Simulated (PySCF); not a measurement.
# I3P: the cost of one run

Computed with PySCF 2.14.0 and routines of our own; the level stands in each step. Atoms count from 0.

### Step 1. The system as given

4 atoms, charge 0, multiplicity 1; geometry from: GFN2-xTB.

### Step 2. Optimising the geometry at PBE0-D3(BJ)/def2-SVP

Job settings and geometry (Å):

```
{"job": {"xc": "PBE0", "basis": "def2-SVP", "d3": "d3bj", "grid": 1, "maxiter": 30, "shake": 0.01, "kind": "geom"}, "charge": 0, "multiplicity": 1}
I     -1.722480    -1.373360    -0.262400
P     -0.002710    -0.004040     0.775280
I      2.023360    -0.837750    -0.277270
I     -0.260170     2.189780    -0.268620
```

Command:

```
$ OMP_NUM_THREADS=1 python heavy_run.py task.json out
```

One launch serves the whole session: the jobs run in the order shown.

**Question.** How long does this first job take on 1 thread of Arm Neoverse V2, shared host, and how much memory does it need?

About 21 s, with a peak of 0.43 GiB.
